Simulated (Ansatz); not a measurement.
The system is NiMoIrPdW.

```
Ni Mo Pd Ir W
1.0
    -1.37004    1.37004    9.71647
     1.37004   -1.37004    9.71647
     1.37004    1.37004   -9.71647
Ni Mo Pd Ir W
1 1 1 1 1
Direct
  0.19862 0.19862 0.00000
  0.60922 0.60922 0.00000
  0.79310 0.79310 0.00000
  0.39944 0.39944 0.00000
  0.99565 0.99565 0.00000
```

The cell was built by a generator and needn't be a form met in nature.

* Program: Ansatz 0.2.0
* Task: relaxation of cell and atoms
* Functional: BLYP
* Potentials or basis: Ansatz PAW
* Cutoff: 420 eV (not typed: the program's choice for these potentials)
* k mesh: 10 × 10 × 10
* Occupations: fermi-dirac, width 0.05 eV
* Spin: collinear spin, ferromagnetic start
* Starting moments: [1.0, 1.0, 0.0, 0.6, 0.0] μB

At the start: volume 14.59 Å³/atom.

Where does the relaxation end?

It ends after 7 steps and the volume is 15.30 Å³/atom (+4.9 %); space group I4mm (No. 107, to 0.05 Å); moment 0.00 μB per cell.

The path:
| step | energy change (eV) | largest force (eV/Å) | volume (Å³) |
| --- | --- | --- | --- |
| 1 | 0.0000 | 0.2149 | 72.95 |
| 2 | -0.1121 | 0.1921 | 76.84 |
| 3 | -0.1164 | 0.0586 | 76.50 |
| 4 | -0.1167 | 0.0184 | 76.54 |
| 5 | -0.1167 | 0.0265 | 76.50 |
| 6 | -0.1168 | 0.0052 | 76.51 |
| 7 | -0.1180 | 0.0052 | 76.51 |

Final structure:
```
Ni Mo Pd Ir W
1.0
    -1.38972    1.38972    9.90421
     1.38972   -1.38972    9.90421
     1.38972    1.38972   -9.90421
Ni Mo Pd Ir W
1 1 1 1 1
Direct
  0.19734 0.19734 0.00000
  0.60892 0.60892 0.00000
  0.79304 0.79304 0.00000
  0.40082 0.40082 0.00000
  0.99591 0.99591 0.00000
```

Caveat: the plane-wave basis is chosen anew once the cell has moved, so the energies of steps on either side of that aren't comparable; the PAW data sets come from PBE, with cores solved anew for the run's functional, which leaves a small shift of forces and pressure; the starting moments weren't kept.
